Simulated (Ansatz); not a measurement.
# CH₂B₂F₂O: a ladder of functionals and wavefunction methods

The task here is to estimate one member of a computed series from the others.

The runs use Ansatz 0.2.0, Gaussian basis; functionals in def2-TZVPP, the program's frozen cores in correlated methods.

The runs, in order: LDA (SPW92), PBE-D4, revPBE-D4, BLYP-D4, r2SCAN-D4, B97M-V, PBE0-D4, B3LYP-D4, r2SCANh-D4, r2SCAN0-D4, HSE06-D4, BHLYP-D4, CAM-B3LYP-D4, LC-ωPBE, ωB97X-V, ωB97M-V, B2PLYP, PBE-QIDH; CCSD(T)/def2-SVP; CCSD(T)/def2-TZVPP; MP2/def2-QZVPP; extrapolation to the limit; RPA on PBE.

### Structure used throughout

An earlier PBE0-D4 in a triple-zeta def2 set relaxation fixed the geometry.

SMILES `FB1COB1F`, 8 atoms, charge 0, spin multiplicity 1.

Atoms are counted from 1 here; the program's logs count them from 0.

Bond lengths: F1–B2 1.306 Å, B2–C3 1.587 Å, B2–B5 1.716 Å, C3–O4 1.476 Å, C3–H7 1.093 Å, C3–H8 1.093 Å, O4–B5 1.367 Å, B5–F6 1.314 Å. Angles: F1–B2–C3 132.2°, F1–B2–B5 146.4°, C3–B2–B5 81.4°, B2–C3–O4 90.7°, B2–C3–H7 117.9°, B2–C3–H8 117.9°, O4–C3–H7 109.8°, O4–C3–H8 109.8°, H7–C3–H8 109.0°, C3–O4–B5 98.6°, B2–B5–O4 89.3°, B2–B5–F6 147.7°, O4–B5–F6 123.0°.

Geometry (Å):

| atom | x (Å) | y (Å) | z (Å) |
| --- | --- | --- | --- |
| F1 | -1.8474 | -0.6617 | 1.1137 |
| B2 | -0.8410 | -0.1667 | 0.4436 |
| C3 | 0.5863 | -0.7548 | 0.0759 |
| O4 | 0.9340 | 0.4883 | -0.6401 |
| B5 | -0.2298 | 1.1746 | -0.4341 |
| F6 | -0.4343 | 2.3887 | -0.8920 |
| H7 | 0.6286 | -1.6025 | -0.6133 |
| H8 | 1.2958 | -0.9230 | 0.8905 |

Set-up of the first run:

in.yaml

```yaml
crystal:
  periodic: [false, false, false]
  atoms:
    - {symbol: F, position_ang: [-1.847369, -0.661720, 1.113717]}
    - {symbol: B, position_ang: [-0.841027, -0.166691, 0.443552]}
    - {symbol: C, position_ang: [0.586293, -0.754808, 0.075853]}
    - {symbol: O, position_ang: [0.934005, 0.488253, -0.640109]}
    - {symbol: B, position_ang: [-0.229794, 1.174650, -0.434111]}
    - {symbol: F, position_ang: [-0.434263, 2.388716, -0.892040]}
    - {symbol: H, position_ang: [0.628558, -1.602547, -0.613309]}
    - {symbol: H, position_ang: [1.295797, -0.922954, 0.890546]}
basis:
  gaussian: {orbitals: def2-TZVPP}
hamiltonian: {xc: lda}
output: {orbitals: {seedname: orbitals}}
```

Command:

```sh
ansatz run in.yaml --threads 2 --pin off --events-out ev --progress --plain --max-ram 4352MiB
```

Among the steps run: LDA; PBE-D4 (GGA); revPBE-D4 (GGA); BLYP-D4 (GGA); r2SCAN-D4 (meta-GGA); B97M-V (meta-GGA); B3LYP-D4 (hybrid); r2SCANh-D4 (hybrid); r2SCAN0-D4 (hybrid); HSE06-D4 (hybrid); BHLYP-D4 (hybrid); CAM-B3LYP-D4 (range-separated); LC-ωPBE (range-separated); ωB97X-V (range-separated); ωB97M-V (range-separated); B2PLYP (double hybrid); PBE-QIDH (double hybrid).

One table of the session follows, with a row left open; its other results are not shown here.

It belongs to the step «Frontier levels by functional». 

```
  functional  HOMO (eV)  LUMO (eV)  gap (eV)
 LDA (SPW92)      -6.92      -3.39      3.53
      PBE-D4      -6.76      -3.09      3.67
   revPBE-D4      -6.69      -2.97      3.72
     BLYP-D4      -6.70      -2.94      3.76
   r2SCAN-D4      -7.06      -2.85      4.21
      B97M-V      -7.11      -2.86      4.26
     PBE0-D4      -8.22      -2.13      6.09
    B3LYP-D4      -8.03      -2.35      5.68
  r2SCANh-D4      -7.60      -2.51      5.09
  r2SCAN0-D4      -8.41      -1.99      6.42
    HSE06-D4      -7.81      -2.51      5.29
    BHLYP-D4      -9.64      -1.08      8.56
CAM-B3LYP-D4          ?          ?         ?
     LC-ωPBE     -11.02       0.30     11.31
     ωB97X-V     -10.66       0.19     10.85
     ωB97M-V     -10.48       0.01     10.49
```

**Question.** Estimate the row for CAM-B3LYP-D4.

The run gave: HOMO (eV): -9.71; LUMO (eV): -0.96; gap (eV): 8.75. In the column «HOMO (eV)» it lies between ωB97M-V (-10.48) and BHLYP-D4 (-9.64).
